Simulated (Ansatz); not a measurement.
**UCAM-B3LYP/def2-TZVPPD run of BH2O (SMILES B[O])**

What is the electronic atomisation energy of BH2O at UCAM-B3LYP/def2-TZVPPD? 

The results are computed with Ansatz 0.2.0.

30 further runs of the same task are left out: 30 set aside as unsound or not needed.

## 1. The molecule

BH2O: 4 atoms, total charge 0, spin state doublet. As SMILES, `B[O]`. Geometry: relaxed at PBE0-D4/def2-TZVP.

Bond lengths: B1–O2 1.281 Å, B1–H3 1.211 Å, B1–H4 1.211 Å. Angles: O2–B1–H3 119.9°, O2–B1–H4 119.9°, H3–B1–H4 120.2°.

## 2. The energy at UCAM-B3LYP/def2-TZVPPD

Input file input.yaml:

```yaml
crystal:
  periodic: [false, false, false]
  atoms:
    - {symbol: B, position_ang: [-0.001100, -0.010300, -0.015100]}
    - {symbol: O, position_ang: [1.025300, -0.340800, 0.676900]}
    - {symbol: H, position_ang: [-1.052600, -0.587700, 0.151600]}
    - {symbol: H, position_ang: [0.083900, 0.878500, -0.833600]}
basis:
  gaussian: {orbitals: def2-TZVPPD.json}
total_charge: 0
magnetization: {spin_polarized: true, initial_magnetization: 1}
hamiltonian: {xc: {name: CAM-B3LYP}}
accuracy: high
output: {orbitals: {seedname: orbitals}}
```

The basis set def2-TZVPPD is read from a file made from the Basis Set Exchange's data (not shown).

Command:

```console
$ ansatz run input.yaml --threads 1 --pin off --max-ram 3480MiB --events-out events.jsonl --progress --plain --runs-dir runs
```

Log:

```text
Warning: RAYON_NUM_THREADS=1 ignored (pool sized by the plan → 1); use --threads N
Functional definition: CAM-B3LYP
  name "CAM-B3LYP"
  parameter alpha = 0.19
  parameter beta = 0.46
  parameter omega = 0.33/bohr
  parameter ac = 0.81
  exchange = (1 - alpha - beta)*b88_x + beta*b88_x_sr(omega) + alpha*exact_x + beta*exact_x_lr(omega)
  correlation = (1 - ac)*vwn5_c + ac*lyp_c
1707 factors; integrals over basis functions are off by at most 3.6e-9 eV
365 factors; integrals over basis functions are off by at most 2.1e-9 eV
mean field evaluation 1: about -2750.4628 eV, gradient 3.4e1 eV
mean field evaluation 2: about -2740.9314 eV, gradient 6.1e1 eV
mean field evaluation 4: about -2754.9246 eV, gradient 2.1e0 eV
mean field evaluation 8: about -2754.9731 eV, gradient 5.9e-2 eV
mean field evaluation 16: about -2754.9732 eV, gradient 9.6e-6 eV
mean field -2754.97318968 eV, -101.2433973327 hartree, gradient 6.3e-8 eV, S^2 0.758941; 0 other end points of the search recorded, 0 dependent functions left out
reference -2754.97320612 eV, -101.2433979371 hartree; 8, 7 occupied and 103, 104 virtual orbitals, 1707 factors
Total energy: -2754.97320612 eV, -101.2433979371 hartree
```

It took 6.3 s on 1 thread of Arm Neoverse V2, shared host; peak memory 0.33 GiB.

## 3. The B atom, same level

Input file in.yaml:

```yaml
crystal:
  periodic: [false, false, false]
  atoms:
    - {symbol: B, position_ang: [0.000000, 0.000000, 0.000000]}
basis:
  gaussian:
    orbitals: def2-TZVPPD.json
accuracy: high
magnetization:
  spin_polarized: true
  initial_magnetization: 1
hamiltonian:
  xc: {name: CAM-B3LYP}
```

The basis set def2-TZVPPD is read from a file made from the Basis Set Exchange's data (not shown).

Run the same way, it converges to -24.64074 Eh (log not shown).

## 4. The H atom at the same level

Input file molecule.yaml:

```yaml
basis:
  gaussian: {orbitals: def2-TZVPPD.json}
crystal:
  periodic: [false, false, false]
  atoms:
    - {symbol: H, position_ang: [0.000000, 0.000000, 0.000000]}
magnetization: {spin_polarized: true, initial_magnetization: 1}
hamiltonian: {xc: {name: CAM-B3LYP}}
accuracy: high
```

The basis set def2-TZVPPD is read from a file made from the Basis Set Exchange's data (not shown).

Run the same way, it converges to -0.49881 Eh (log not shown).

## 5. The O atom

Input file run.yaml:

```yaml
crystal:
  periodic: [false, false, false]
  atoms:
    - {symbol: O, position_ang: [0.000000, 0.000000, 0.000000]}
basis:
  gaussian:
    orbitals: def2-TZVPPD.json
accuracy: high
hamiltonian:
  xc: {name: CAM-B3LYP}
magnetization:
  spin_polarized: true
  initial_magnetization: 2
```

The basis set def2-TZVPPD is read from a file made from the Basis Set Exchange's data (not shown).

Run the same way, it converges to -75.07397 Eh (log not shown).

## 6. Results

Level: UCAM-B3LYP/def2-TZVPPD.

```
                                    quantity          value
                      molecule: total energy  -101.24340 Eh
molecule: HOMO energy (highest over α and β)      -10.80 eV
 molecule: LUMO energy (lowest over α and β)       -3.39 eV
                              molecule: ⟨S²⟩          0.759
                        B atom: total energy   -24.64074 Eh
                                B atom: ⟨S²⟩          0.754
                        H atom: total energy    -0.49881 Eh
                                H atom: ⟨S²⟩          0.750
                        O atom: total energy   -75.07397 Eh
                                O atom: ⟨S²⟩          2.004
               electronic atomisation energy      14.451 eV
```

**Reading.** Taking the molecule apart into free atoms costs 14.45 eV (333 kcal/mol), before zero-point energy and without spin-orbit coupling.
